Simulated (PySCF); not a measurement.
**From one method to the next for SiTe**

Starting from one script, swap the method and compare what comes out for SiTe.

The runs use PySCF 2.14.0; each script names its method and basis.

7 further runs of the same task are left out: 3 for a known fault of the program, 4 that didn't finish.

## 1. Where the work starts

SiTe: 2 atoms, charge 0, spin multiplicity 1.

Bond lengths: Si1–Te2 2.435 Å.

## 2. Base script

The input, input.py:

```python
from pyscf import gto, scf, mp

mol = gto.M(
    atom='Si 0 0 0; Te 0 0 2.435',
    basis='crenbl',
    ecp={'Si': 'crenbl', 'Te': 'crenbl'},
    charge=0,
    spin=0,
    verbose=3,
)
mf = scf.RHF(mol)
mf.kernel()
mp.MP2(mf).kernel()
mf.dip_moment()
print('orbital energies (hartree):', mf.mo_energy[..., max(0, mol.nelec[1]-3):mol.nelec[0]+3].round(4))
```

Command:

```
OMP_NUM_THREADS=1 python input.py
```

## 3. M062x (RKS)

Run 1 changes functional: none (Hartree–Fock) → m062x; SCF type: RHF → RKS; step after the SCF: mp2 → analyze.

input.py, as its differences from that of step 2:

```diff
@@ -1,2 +1,2 @@
-from pyscf import gto, scf, mp
+from pyscf import gto, dft
 
@@ -10,5 +10,5 @@
 )
-mf = scf.RHF(mol)
+mf = dft.RKS(mol, xc='m062x')
 mf.kernel()
-mp.MP2(mf).kernel()
+mf.mulliken_pop()
 mf.dip_moment()
```

## 4. Revtpss (RKS)

Run 2 changes functional: none (Hartree–Fock) → revtpss; SCF type: RHF → RKS; step after the SCF: mp2 → analyze.

input.py, as its differences from that of step 2:

```diff
@@ -1,2 +1,2 @@
-from pyscf import gto, scf, mp
+from pyscf import gto, dft
 
@@ -10,5 +10,5 @@
 )
-mf = scf.RHF(mol)
+mf = dft.RKS(mol, xc='revtpss')
 mf.kernel()
-mp.MP2(mf).kernel()
+mf.mulliken_pop()
 mf.dip_moment()
```

## 5. Geometry optimisation

Run 3 changes step after the SCF: mp2 → optimize.

The input, input.py:

```python
from pyscf import gto, scf
from pyscf.geomopt.geometric_solver import optimize

mol = gto.M(
    atom='Si 0 0 0; Te 0 0 2.435',
    basis='crenbl',
    ecp={'Si': 'crenbl', 'Te': 'crenbl'},
    charge=0,
    spin=0,
    verbose=3,
)
mf = scf.RHF(mol)
mf.kernel()
mol_eq = optimize(mf, maxsteps=30)
print('optimised geometry (angstrom)')
print(mol_eq.tostring('raw'))
print('orbital energies (hartree):', mf.mo_energy[..., max(0, mol.nelec[1]-3):mol.nelec[0]+3].round(4))
```

**Question.** What will these runs give? Wanted: for each run, E(SCF); from base; SCF dipole; after the SCF.

The runs gave:

```csv
run,E(SCF) (hartree),from base (eV),SCF dipole (D),after the SCF
base,-98.058210,0,2.39,MP2 correlation -7.921 eV
m062x (RKS),-99.912365,not comparable,1.67,n/a
revtpss (RKS),-100.203795,not comparable,0.82,n/a
geometry optimisation,-98.058210,0.0000,n/a,"bond 2.297 Å, -0.164 eV"
```

SCF columns refer to the geometry typed in the script.

In words: Total energies of different functionals can't be compared with each other; differences within one functional can. The dearest run is “geometry optimisation”, at 6.4 s against 1.6 s.
